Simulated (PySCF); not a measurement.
**C2H9PSi2: geometry, spin-spin couplings**

What spin-spin couplings should C2H9PSi2 (`[SiH3]/C=C\[SiH2]P`) show?

The runs use PySCF 2.14.0, with density-fitted response routines of our own; the level of theory stands in each step. All values are computed, except where a source is named. Atoms count from 0, in the outputs and in this text.

### 1 The starting structure

14 atoms, charge 0, multiplicity 1; geometry from: GFN2-xTB. The atoms were then displaced at random by about 0.01 Å, so the start is not that level's minimum.

Bonds of the start (Å): Si0–C1 1.86, C1–C2 1.32, C2–Si3 1.91, Si3–P4 2.22, Si0–H5 1.46, Si0–H6 1.47, Si0–H7 1.49, C1–H8 1.11, C2–H9 1.11, Si3–H10 1.46, Si3–H11 1.47, P4–H12 1.41, P4–H13 1.39.

### 2 Relaxing the molecule at PBE0-D3(BJ)/def2-SVP

The job: settings as JSON, then the geometry in Å.

```
{"job": {"xc": "PBE0", "basis": "def2-SVP", "d3": "d3bj", "grid": 1, "shake": 0.01, "kind": "geom"}, "charge": 0, "multiplicity": 1}
Si    -1.875240     0.825670    -0.537910
C     -1.123560     0.150990     1.024560
C     -0.056770    -0.621210     1.099810
Si     1.083020    -1.204590    -0.321240
P      2.597310     0.315360    -0.895660
H     -2.734930    -0.172320    -1.170080
H     -0.848670     1.289030    -1.478740
H     -2.710760     2.001030    -0.160310
H     -1.622390     0.425370     1.972990
H      0.290350    -0.940960     2.104910
H      1.766390    -2.409620     0.129580
H      0.276900    -1.490340    -1.519100
H      1.780410     1.435020    -0.630760
H      3.170790     0.381480     0.374180
```

Launch:

```sh
> OMP_NUM_THREADS=1 python probes_run.py task.json out
```

One launch serves the whole session: the jobs run in the order shown.

What it wrote:

```text
step   0  E = -1001.11529815  max force = 0.036489
step   1  E = -1001.11993330  max force = 0.005248
step   2  E = -1001.12016950  max force = 0.001202
step   3  E = -1001.12022203  max force = 0.000997
step   4  E = -1001.12024854  max force = 0.001057
step   5  E = -1001.12025208  max force = 0.000727
step   6  E = -1001.12026787  max force = 0.000450
step   7  E = -1001.12028158  max force = 0.000392
optimisation converged
```

It took 67 s on 1 thread of Arm Neoverse V1, shared host; peak memory 0.54 GiB.

The steps of the relaxation:

```tsv
step	energy from step 0 (eV)	largest force component (eV/Å)
0	0.0000	1.8763
1	-0.1261	0.2699
2	-0.1326	0.0618
3	-0.1340	0.0513
4	-0.1347	0.0544
5	-0.1348	0.0374
6	-0.1352	0.0231
7	-0.1356	0.0202
```

Distances of close pairs at the start and the end, largest changes first:

```tsv
bond	before (Å)	after (Å)	change (Å)
Si3–P4	2.221	2.269	+0.048
Si3–H10	1.457	1.495	+0.038
C2–Si3	1.913	1.876	-0.036
P4–H13	1.395	1.430	+0.036
Si0–H5	1.461	1.496	+0.035
C1–C2	1.319	1.347	+0.028
Si0–H6	1.468	1.495	+0.028
Si3–H11	1.472	1.495	+0.023
```

The final coordinates are the input of the step that follows.

```tsv
at the end point	value
point group (found at 0.08 Å tolerance)	C1
rotational constants (GHz, main isotopes)	3.824, 1.114, 0.992
dipole moment (D)	1.55
```

### 3 Spin-spin couplings: B3LYP/cc-pVTZ

The job: settings as JSON, then the geometry in Å.

```
{"job": {"kind": "j", "xc": "B3LYP", "basis": "cc-pVTZ"}, "charge": 0, "multiplicity": 1}
Si    -1.816123     0.833882    -0.441956
C     -0.949133     0.201504     1.103806
C      0.159700    -0.561515     1.145605
Si     1.119836    -1.192091    -0.338092
P      2.786198     0.197670    -1.001009
H     -2.721430    -0.204708    -1.024387
H     -0.821985     1.236001    -1.483674
H     -2.637440     2.026932    -0.076366
H     -1.400159     0.498381     2.062228
H      0.557174    -0.836044     2.134155
H      1.753382    -2.502176     0.002624
H      0.202285    -1.382296    -1.502866
H      1.976795     1.367563    -0.862963
H      3.327415     0.309220     0.318397
```

Level: B3LYP/cc-pVTZ indirect spin-spin coupling, non-relativistic, gas phase.

What it wrote:

```text
coarse grid: 12624 points
cycle   1  E = -1002.0221432860  dE = -8.928e-03  |g| = 3.701e-01  |ddm| = 6.894e+00
cycle   2  E = -1002.0048582196  dE =  1.729e-02  |g| = 4.335e-01  |ddm| = 1.439e+00
cycle   3  E = -1002.0551837688  dE = -5.033e-02  |g| = 5.470e-02  |ddm| = 7.779e-01
cycle   4  E = -1002.0559869140  dE = -8.031e-04  |g| = 2.288e-02  |ddm| = 1.297e-01
cycle   5  E = -1002.0561521729  dE = -1.653e-04  |g| = 4.286e-03  |ddm| = 4.582e-02
cycle   6  E = -1002.0561553252  dE = -3.152e-06  |g| = 2.692e-03  |ddm| = 1.003e-02
final grid: 106544 points
cycle   7  E = -1002.0660622042  dE = -1.854e-05  |g| = 6.634e-03  |ddm| = 7.622e-02
cycle   8  E = -1002.0660320727  dE =  3.013e-05  |g| = 1.249e-02  |ddm| = 2.660e-02
cycle   9  E = -1002.0660732781  dE = -4.121e-05  |g| = 1.156e-03  |ddm| = 1.722e-02
cycle  10  E = -1002.0660736258  dE = -3.477e-07  |g| = 2.388e-04  |ddm| = 2.088e-03
cycle  11  E = -1002.0660736425  dE = -1.664e-08  |g| = 4.940e-05  |ddm| = 4.474e-04
cycle  12  E = -1002.0660736432  dE = -7.635e-10  |g| = 1.649e-05  |ddm| = 1.201e-04
converged SCF energy = -1002.0660736432

Indirect spin-spin couplings (Hz)
  i      j    bonds     total        FC       PSO       DSO        SD
  0 Si   1 C    1    -59.284   -59.312     1.535    -0.083    -1.424
  0 Si   2 C    2     -4.617    -4.264    -0.274     0.017    -0.098
  0 Si   3 Si   3      9.845     9.815     0.050     0.008    -0.027
  0 Si   4 P    4     -0.367    -0.233    -0.147     0.012     0.001
  0 Si   5 H    1   -158.401  -158.959     0.651    -0.164     0.071
  0 Si   6 H    1   -157.191  -157.718     0.642    -0.199     0.084
  0 Si   7 H    1   -154.993  -155.534     0.612    -0.153     0.081
  0 Si   8 H    2     -9.752   -10.010     0.118     0.171    -0.032
  0 Si   9 H    3    -17.901   -17.908    -0.261     0.284    -0.016
  0 Si  10 H    4     -0.597    -0.710    -0.096     0.197     0.012
  0 Si  11 H    4     -0.245    -0.204     0.062    -0.165     0.063
  0 Si  12 H    5     -0.166    -0.126     0.076    -0.138     0.022
  1 C    2 C    1     74.204    84.137   -10.113     0.180         -
  1 C    3 Si   2     -5.729    -5.378    -0.317     0.009    -0.044
  1 C    4 P    3     -0.016    -0.508     0.184    -0.038     0.346
  1 C    5 H    2      3.395     3.548     0.026    -0.180         -
  1 C    6 H    2      4.465     4.671    -0.042    -0.164         -
  1 C    7 H    2      6.174     6.393    -0.067    -0.152         -
  1 C    8 H    1    138.387   137.216     0.393     0.779         -
  1 C    9 H    2     -4.673    -2.811    -1.499    -0.363         -
  1 C   10 H    3      6.385     6.542     0.174    -0.332         -
  1 C   11 H    3      1.136     1.227    -0.110     0.019         -
  2 C    3 Si   1    -53.755   -54.381     2.044    -0.101    -1.318
  2 C    4 P    2     -2.212    -0.211    -1.072    -0.020    -0.909
  2 C    5 H    3      1.246     1.364     0.031    -0.149         -
  2 C    6 H    3      0.889     0.998    -0.098    -0.011         -
  2 C    7 H    3      6.797     6.960     0.185    -0.347         -
  2 C    8 H    2     -4.802    -2.941    -1.501    -0.360         -
  2 C    9 H    1    138.153   137.029     0.317     0.808         -
  2 C   10 H    2      7.193     7.414    -0.095    -0.126         -
  2 C   11 H    2      6.669     6.911    -0.105    -0.137         -
  2 C   12 H    3      2.511     2.414    -0.086     0.182         -
  2 C   13 H    3      2.072     1.986    -0.079     0.165         -
  3 Si   4 P    1     43.089    44.427     7.814    -0.063    -9.090
  3 Si   5 H    4      1.476     1.490    -0.045     0.004     0.027
  3 Si   7 H    4     -1.608    -1.709    -0.105     0.197     0.009
  3 Si   8 H    3    -19.894   -19.872    -0.280     0.266    -0.008
  3 Si   9 H    2    -11.349   -11.579     0.148     0.124    -0.042
  3 Si  10 H    1   -157.710  -158.046     0.550    -0.258     0.045
  3 Si  11 H    1   -158.753  -159.076     0.575    -0.294     0.043
  3 Si  12 H    2      5.888     5.707     0.297    -0.017    -0.099
  3 Si  13 H    2      5.691     5.492     0.303    -0.006    -0.099
  4 P    5 H    5     -0.252    -0.049     0.082    -0.221    -0.065
  4 P    6 H    5      0.519     0.425    -0.074     0.239    -0.070
  4 P    7 H    5     -0.386    -0.219     0.111    -0.225    -0.053
  4 P    8 H    4      0.526     0.356     0.276    -0.320     0.215
  4 P    9 H    3     -0.826    -0.358    -0.067    -0.235    -0.165
  4 P   10 H    2     27.859    28.422    -0.318    -0.260     0.016
  4 P   11 H    2     31.319    31.877    -0.366    -0.232     0.040
  4 P   12 H    1    117.222   109.668     8.070     0.395    -0.911
  4 P   13 H    1    116.072   108.130     8.456     0.368    -0.883
  5 H    6 H    2      2.622     3.648     0.729    -1.756         -
  5 H    7 H    2      2.784     3.881     0.812    -1.909         -
  5 H    8 H    3      1.286     1.783     0.804    -1.301         -
  5 H    9 H    4     -1.996    -1.677     0.867    -1.187         -
  5 H   10 H    5      0.318     0.630     0.295    -0.607         -
  5 H   11 H    5      0.562    -0.013    -0.529     1.104         -
  5 H   12 H    6     -0.248    -0.041     0.189    -0.396         -
  6 H    7 H    2      4.135     5.204     0.757    -1.826         -
  6 H    8 H    3      6.417     7.225     1.145    -1.953         -
  6 H    9 H    4     -1.635    -1.323     0.928    -1.240         -
  6 H   10 H    5     -0.436     0.172     0.438    -1.046         -
  6 H   11 H    5      3.270     2.421    -0.753     1.602         -
  6 H   12 H    6      0.866    -0.177    -1.087     2.130         -
  6 H   13 H    6     -0.158     0.016     0.178    -0.352         -
  7 H    8 H    3      1.953     1.832     0.040     0.082         -
  7 H    9 H    4      0.931     1.288     0.848    -1.205         -
  7 H   10 H    5      0.275     0.873     0.547    -1.145         -
  7 H   13 H    6     -0.247     0.015     0.295    -0.556         -
  8 H    9 H    3     16.808    16.874     0.019    -0.085         -
  8 H   10 H    4      1.123     1.475     0.845    -1.197         -
  8 H   11 H    4     -1.294    -0.992     0.952    -1.255         -
  8 H   12 H    5      0.309     0.223     0.366    -0.280         -
  9 H   10 H    3      1.091     0.961     0.068     0.061         -
  9 H   11 H    3      7.314     8.153     1.184    -2.022         -
  9 H   13 H    4      0.216    -0.146    -0.292     0.654         -
 10 H   11 H    2      3.251     4.223     0.679    -1.650         -
 10 H   12 H    3      9.536    10.744     0.804    -2.012         -
 10 H   13 H    3      0.849     0.846     0.092    -0.089         -
 11 H   12 H    3     -0.324    -0.226     0.125    -0.222         -
 11 H   13 H    3      9.936    11.157     0.799    -2.020         -
 12 H   13 H    2     -8.523    -8.659     0.898    -0.762         -
```

Run time: 2.1 min. Hardware: 1 thread of Arm Neoverse V1, shared host; peak memory 1.1 GiB.

This basis has no tight s functions, so the Fermi-contact terms are rough.

Beyond four bonds or across contacts, the largest of 1 Hz or more: H6–H11 3.3 Hz.

Couplings of 1 Hz or more over one to four bonds, nine at most for each number, with means over like pairs (isotopes 13C, 1H, 31P, 29Si):

```tsv
pair	bonds	J (Hz)	Fermi contact (Hz)	dihedral (°)
Si3–H10	1	-158.2	-158.6	–
Si0–H5	1	-156.9	-157.4	–
C1–H8	1	138.4	137.2	–
C2–H9	1	138.2	137.0	–
P4–H12	1	116.6	108.9	–
C1–C2	1	74.2	84.1	–
Si0–C1	1	-59.3	-59.3	–
C2–Si3	1	-53.8	-54.4	–
Si3–P4	1	43.1	44.4	–
P4–H10	2	29.6	30.1	–
Si3–H9	2	-11.3	-11.6	–
Si0–H8	2	-9.8	-10.0	–
H12–H13	2	-8.5	-8.7	–
C2–H10	2	6.9	7.2	–
Si3–H12	2	5.8	5.6	–
C1–Si3	2	-5.7	-5.4	–
C2–H8	2	-4.8	-2.9	–
C1–H5	2	4.7	4.9	–
Si3–H8	3	-19.9	-19.9	-180
Si0–H9	3	-17.9	-17.9	179
H8–H9	3	16.8	16.9	-1
Si0–Si3	3	9.8	9.8	0
H10–H12	3	5.0	5.6	–
H9–H10	3	4.2	4.6	–
C1–H10	3	3.8	3.9	–
H5–H8	3	3.2	3.6	–
C2–H5	3	3.0	3.1	–
```

Means hide unlike values in this fixed geometry: H10–H12 from -0.3 to 9.9 Hz; H9–H10 from 1.1 to 7.3 Hz; C1–H10 from 1.1 to 6.4 Hz. They hold only if the pairs exchange fast.

The spin-dipole term was solved for some atoms only; pairs without it lack that part.

### 4 Indirect couplings: B3LYP/6-31G*

Same as in step 3 but for these lines:

```diff
@@ -1,2 +1,2 @@
-{"job": {"kind": "j", "xc": "B3LYP", "basis": "cc-pVTZ"}, "charge": 0, "multiplicity": 1}
+{"job": {"kind": "j", "xc": "B3LYP", "basis": "6-31G*"}, "charge": 0, "multiplicity": 1}
 Si    -1.816123     0.833882    -0.441956
```

Level: B3LYP/6-31G* indirect spin-spin coupling, non-relativistic, gas phase.

What it wrote:

```text
coarse grid: 12624 points
cycle   1  E = -1001.9698142110  dE =  1.256e-02  |g| = 3.359e-01  |ddm| = 3.255e+00
cycle   2  E = -1001.9575644603  dE =  1.225e-02  |g| = 3.910e-01  |ddm| = 7.871e-01
cycle   3  E = -1002.0023090779  dE = -4.474e-02  |g| = 3.831e-02  |ddm| = 4.741e-01
cycle   4  E = -1002.0027252223  dE = -4.161e-04  |g| = 1.890e-02  |ddm| = 8.398e-02
cycle   5  E = -1002.0028512207  dE = -1.260e-04  |g| = 5.381e-03  |ddm| = 3.115e-02
cycle   6  E = -1002.0028581004  dE = -6.880e-06  |g| = 2.276e-03  |ddm| = 6.571e-03
final grid: 106544 points
cycle   7  E = -1001.9297505891  dE = -2.197e-06  |g| = 5.718e-03  |ddm| = 1.510e-02
cycle   8  E = -1001.9297292609  dE =  2.133e-05  |g| = 1.041e-02  |ddm| = 1.553e-02
cycle   9  E = -1001.9297597165  dE = -3.046e-05  |g| = 1.120e-03  |ddm| = 9.998e-03
cycle  10  E = -1001.9297600772  dE = -3.607e-07  |g| = 1.024e-04  |ddm| = 1.216e-03
cycle  11  E = -1001.9297600808  dE = -3.588e-09  |g| = 2.530e-05  |ddm| = 1.931e-04
cycle  12  E = -1001.9297600810  dE = -2.274e-10  |g| = 6.015e-06  |ddm| = 4.485e-05
converged SCF energy = -1001.9297600810

Indirect spin-spin couplings (Hz)
  i      j    bonds     total        FC       PSO       DSO        SD
  0 Si   1 C    1    -69.791   -69.660     1.155    -0.084    -1.202
  0 Si   2 C    2     -0.795    -0.485    -0.234     0.018    -0.094
  0 Si   3 Si   3      8.733     8.710     0.040     0.008    -0.025
  0 Si   4 P    4     -0.172    -0.049    -0.143     0.012     0.008
  0 Si   5 H    1   -185.275  -185.512     0.819    -0.194    -0.388
  0 Si   6 H    1   -181.873  -182.022     0.742    -0.227    -0.365
  0 Si   7 H    1   -177.995  -178.203     0.759    -0.182    -0.369
  0 Si   8 H    2     -7.896    -8.223     0.207     0.166    -0.045
  0 Si   9 H    3    -16.262   -16.342    -0.177     0.281    -0.025
  0 Si  10 H    4     -0.420    -0.570    -0.057     0.195     0.012
  0 Si  12 H    5     -0.325    -0.261     0.047    -0.136     0.026
  1 C    2 C    1     73.015    81.745    -8.911     0.181         -
  1 C    3 Si   2     -1.305    -1.007    -0.263     0.010    -0.045
  1 C    4 P    3      0.078    -0.423     0.147    -0.039     0.393
  1 C    5 H    2      0.140     0.302     0.010    -0.172         -
  1 C    6 H    2      2.500     2.707    -0.052    -0.156         -
  1 C    7 H    2      4.799     5.032    -0.091    -0.142         -
  1 C    8 H    1    155.411   154.567    -0.012     0.857         -
  1 C    9 H    2     -8.171    -6.386    -1.433    -0.352         -
  1 C   10 H    3      6.494     6.715     0.109    -0.330         -
  1 C   11 H    3      1.744     1.816    -0.093     0.021         -
  2 C    3 Si   1    -64.137   -64.572     1.647    -0.102    -1.111
  2 C    4 P    2     -0.998     0.749    -0.897    -0.020    -0.830
  2 C    5 H    3      5.145     5.287     0.005    -0.147         -
  2 C    6 H    3      2.333     2.428    -0.086    -0.008         -
  2 C    7 H    3      6.324     6.555     0.114    -0.345         -
  2 C    8 H    2     -8.274    -6.489    -1.436    -0.349         -
  2 C    9 H    1    155.058   154.227    -0.057     0.888         -
  2 C   10 H    2      5.653     5.879    -0.110    -0.117         -
  2 C   11 H    2      5.054     5.292    -0.109    -0.129         -
  2 C   12 H    3      2.549     2.400    -0.035     0.183         -
  2 C   13 H    3      1.876     1.755    -0.046     0.167         -
  3 Si   4 P    1      8.366     9.703     7.258    -0.062    -8.533
  3 Si   5 H    4      1.521     1.490     0.001     0.003     0.027
  3 Si   6 H    4      0.160     0.220     0.036    -0.153     0.057
  3 Si   7 H    4     -1.377    -1.527    -0.052     0.195     0.009
  3 Si   8 H    3    -17.974   -18.052    -0.166     0.263    -0.019
  3 Si   9 H    2     -9.183    -9.521     0.279     0.118    -0.059
  3 Si  10 H    1   -180.648  -180.820     0.852    -0.288    -0.393
  3 Si  11 H    1   -183.954  -184.072     0.826    -0.323    -0.386
  3 Si  12 H    2      6.430     6.339     0.150    -0.022    -0.037
  3 Si  13 H    2      6.160     6.076     0.135    -0.011    -0.040
  4 P    6 H    5      0.597     0.530    -0.078     0.237    -0.091
  4 P    7 H    5     -0.462    -0.192     0.002    -0.222    -0.051
  4 P    8 H    4      0.247     0.290     0.111    -0.316     0.162
  4 P    9 H    3     -0.932    -0.417    -0.121    -0.231    -0.163
  4 P   10 H    2     24.564    24.814    -0.016    -0.253     0.019
  4 P   11 H    2     27.523    27.721    -0.033    -0.225     0.061
  4 P   12 H    1    163.347   158.306     4.126     0.468     0.446
  4 P   13 H    1    160.213   154.931     4.391     0.441     0.450
  5 H    6 H    2      1.777     3.270     0.187    -1.680         -
  5 H    7 H    2      2.052     3.642     0.242    -1.832         -
  5 H    8 H    3      1.146     1.939     0.477    -1.270         -
  5 H    9 H    4     -2.744    -2.139     0.564    -1.169         -
  5 H   10 H    5      0.264     0.714     0.147    -0.597         -
  5 H   11 H    5      0.968     0.202    -0.333     1.099         -
  5 H   12 H    6     -0.336    -0.044     0.097    -0.389         -
  5 H   13 H    6     -0.246     0.320     0.232    -0.798         -
  6 H    7 H    2      3.163     4.723     0.190    -1.750         -
  6 H    8 H    3      5.991     7.195     0.715    -1.919         -
  6 H    9 H    4     -2.117    -1.518     0.621    -1.220         -
  6 H   10 H    5     -0.632     0.166     0.235    -1.033         -
  6 H   11 H    5      3.813     2.687    -0.475     1.601         -
  6 H   12 H    6      1.517     0.003    -0.584     2.098         -
  6 H   13 H    6     -0.229     0.041     0.074    -0.344         -
  7 H    8 H    3      2.102     2.042    -0.048     0.108         -
  7 H    9 H    4      0.599     1.241     0.545    -1.188         -
  7 H   11 H    5     -0.194     0.606     0.221    -1.020         -
  7 H   13 H    6     -0.383     0.013     0.152    -0.548         -
  8 H    9 H    3     17.615    17.990    -0.334    -0.041         -
  8 H   10 H    4      0.761     1.395     0.547    -1.181         -
  8 H   11 H    4     -1.697    -1.106     0.644    -1.235         -
  8 H   12 H    5      0.240     0.251     0.264    -0.275         -
  9 H   10 H    3      1.264     1.204    -0.027     0.088         -
  9 H   11 H    3      6.903     8.142     0.749    -1.988         -
  9 H   13 H    4      0.338    -0.121    -0.198     0.658         -
 10 H   11 H    2      2.343     3.753     0.167    -1.577         -
 10 H   12 H    3      9.308    10.895     0.393    -1.980         -
 10 H   13 H    3      0.867     0.967    -0.038    -0.062         -
 11 H   12 H    3     -0.400    -0.182    -0.024    -0.195         -
 11 H   13 H    3      9.811    11.407     0.392    -1.988         -
 12 H   13 H    2    -12.598   -12.162     0.226    -0.662         -
```

It took 21 s on 1 thread of Arm Neoverse V1, shared host; peak memory 0.61 GiB.

The basis is not made for couplings: without tight functions at the nuclei these values are rough.

In short: J(Si3,H10) -182.3 Hz, J(Si0,H5) -181.7 Hz, J(P4,H12) 161.8 Hz (means over like pairs).

### 5 Run by run: spin-spin couplings

Couplings (Hz), each a mean over the pairs like the one named, with basis size and wall time:

```tsv
run	Si3–H10	Si0–H5	C1–H8	C2–H9	P4–H12	C1–C2	Si0–C1	functions	time
B3LYP/cc-pVTZ	-158.2	-156.9	138.4	138.2	116.6	74.2	-59.3	288	2.1 min
B3LYP/6-31G*	-182.3	-181.7	155.4	155.1	161.8	73.0	-69.8	100	21 s
```

### 6 Summary of results

| quantity | value |
| --- | --- |
| point group | C1 |
| rotational constants (main isotopes) | 3.82, 1.11, 0.99 GHz |
| largest coupling of the table (B3LYP/cc-pVTZ) | ¹J(Si,H) Si3–H10, -158.2 Hz (mean over like pairs) |
| range of J(Si3,H10), mean over like pairs | -182.3 to -158.2 Hz |

The start of the PBE0/def2-SVP relaxation was shaken at random by about 0.01 Å, so part of the energy gained, and of the first lengths quoted, undoes that. The optimisation took 7 steps and gained 0.136 eV; among the close pairs (by a distance rule), Si3–P4 changed most, from 2.221 to 2.269 Å. No frequency check was run at this level, so the end point may be a saddle. Of the pairs tabulated at B3LYP/cc-pVTZ, Si3–H10 (mean over like pairs) couples most strongly (-158.2 Hz; Fermi contact -158.6 Hz). Couplings across rotatable bonds belong to this one conformer; where others are populated, the observed values are averages. The coupling Si3–H10, as a mean over pairs of its kind, runs from -182.3 Hz (B3LYP/6-31G*) to -158.2 Hz (B3LYP/cc-pVTZ). Couplings from bases without tight functions are rough.
